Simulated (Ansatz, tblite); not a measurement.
# (F2Al-mu-F)3 (Al3F9): rung by rung

Aim: run the singlet of (F2Al-mu-F)3 (Al3F9) at one geometry on many levels, and compare frontier levels, spin and run time.

Program: Ansatz 0.2.0, Gaussian basis. Level of theory: as each input shows. These are calculated values, not measurements.

Levels to be run: GFN1-xTB, GFN2-xTB, PBE-D4/def2-TZVP, r2SCAN-D4/def2-TZVP, LC-ωPBE/def2-TZVP, B97M-V/def2-TZVP, PBE-D4/def2-SVP, PBE0-D4/def2-SVP, HF/STO-3G, HF/6-31G, B3LYP-D4/6-31G, MP2/def2-SVP, RPA/def2-SVP.

2 further runs of the same task are left out: 2 set aside as unsound or not needed. Runs told in other sessions of the task aren't counted.

### Step 1. The relaxed structure

The geometry is that of the singlet, from an earlier relaxation (PBE0-D4/def2-SVP).

12 atoms, charge 0, spin multiplicity 1.

Bond lengths: Al1–F2 1.644 Å, Al1–F3 1.644 Å, Al1–F4 1.791 Å, Al1–F12 1.791 Å, F4–Al5 1.791 Å, Al5–F6 1.644 Å, Al5–F7 1.644 Å, Al5–F8 1.791 Å, F8–Al9 1.791 Å, Al9–F10 1.644 Å, Al9–F11 1.644 Å, Al9–F12 1.791 Å. Angles: F2–Al1–F3 125.5°, F2–Al1–F4 108.4°, F2–Al1–F12 108.4°, F3–Al1–F4 108.4°, F3–Al1–F12 108.3°, F4–Al1–F12 93.0°, Al1–F4–Al5 147.0°, F4–Al5–F6 108.4°, F4–Al5–F7 108.4°, F4–Al5–F8 93.0°, F6–Al5–F7 125.5°, F6–Al5–F8 108.4°, F7–Al5–F8 108.4°, Al5–F8–Al9 147.0°, F8–Al9–F10 108.4°, F8–Al9–F11 108.4°, F8–Al9–F12 93.0°, F10–Al9–F11 125.5° and more.

PBE0-D4/def2-TZVP was run before; its log isn't repeated, and its numbers join the tables.

### Step 2. GFN1-xTB

Tight binding, by tblite at 300 K electronic temperature and without a spin-polarisation term:

```python
tblite.interface.Calculator('GFN1-xTB', numbers, positions, charge=0, uhf=0).singlepoint()
```

Energy -1383.3465 eV, HOMO -14.53 eV, LUMO -9.81 eV; 0.011 s.

### Step 3. GFN2-xTB

Tight binding, by tblite at 300 K electronic temperature and without a spin-polarisation term:

```python
tblite.interface.Calculator('GFN2-xTB', numbers, positions, charge=0, uhf=0).singlepoint()
```

Energy -1269.2932 eV, HOMO -14.56 eV, LUMO -5.38 eV; 0.011 s.

### Step 4. PBE-D4/def2-TZVP

start.molden holds the orbitals of an earlier run on this state, given as this run's starting guess.

in.yaml

```yaml
crystal:
  periodic: [false, false, false]
  atoms:
    - {symbol: Al, position_ang: [-1.402659, 1.401571, -0.010735]}
    - {symbol: F, position_ang: [-1.432233, 2.436071, -1.288397]}
    - {symbol: F, position_ang: [-2.440302, 1.428894, 1.264430]}
    - {symbol: F, position_ang: [0.270493, 1.336745, 0.625032]}
    - {symbol: Al, position_ang: [1.755743, 0.360934, 0.847955]}
    - {symbol: F, position_ang: [2.940063, 0.995232, -0.099946]}
    - {symbol: F, position_ang: [1.902359, -0.001288, 2.445069]}
    - {symbol: F, position_ang: [1.060996, -1.060653, 0.008763]}
    - {symbol: Al, position_ang: [-0.352831, -1.762267, -0.837798]}
    - {symbol: F, position_ang: [-0.999058, -2.935056, 0.116346]}
    - {symbol: F, position_ang: [0.025842, -1.927054, -2.429325]}
    - {symbol: F, position_ang: [-1.328404, -0.273130, -0.641395]}
basis:
  gaussian: {orbitals: def2-TZVP, initial_orbitals: start.molden}
hamiltonian: {xc: pbe, dispersion: d4}
scf: {omitted_lower_state_checks: [starts]}
output: {forces: true, orbitals: {seedname: orbitals}}
```

Launch:

```sh
$ ansatz run in.yaml --threads 4 --pin off --events-out ev --progress --plain --max-ram 6963MiB
```

After this run come: r2SCAN-D4/def2-TZVP; LC-ωPBE/def2-TZVP; B97M-V/def2-TZVP; PBE-D4/def2-SVP; PBE0-D4/def2-SVP; HF/STO-3G; HF/6-31G; B3LYP-D4/6-31G; MP2/def2-SVP; RPA/def2-SVP.

Q: Predict the results of all the runs planned. Wanted: gap in def2-TZVP, named functionals, smallest and largest; correlation energy, MP2/def2-SVP; binding an atom, functionals in def2-TZVP; PBE0 total energy, smallest basis above largest.

As calculated:

| quantity | value |
| --- | --- |
| gap in def2-TZVP, named functionals, smallest and largest | 7.40 eV (PBE-D4), 15.59 eV (LC-ωPBE) |
| correlation energy, MP2/def2-SVP | -50.42 eV |
| binding an atom, functionals in def2-TZVP | 4.79 (PBE0-D4) to 4.94 eV (r2SCAN-D4) |
| PBE0 total energy, smallest basis above largest | 37.73 eV (def2-SVP, def2-TZVP) |

**Reading.** Orbital gaps of the named functionals in def2-TZVP span 7.40 eV (PBE-D4) to 15.59 eV (LC-ωPBE); exact exchange widens it.
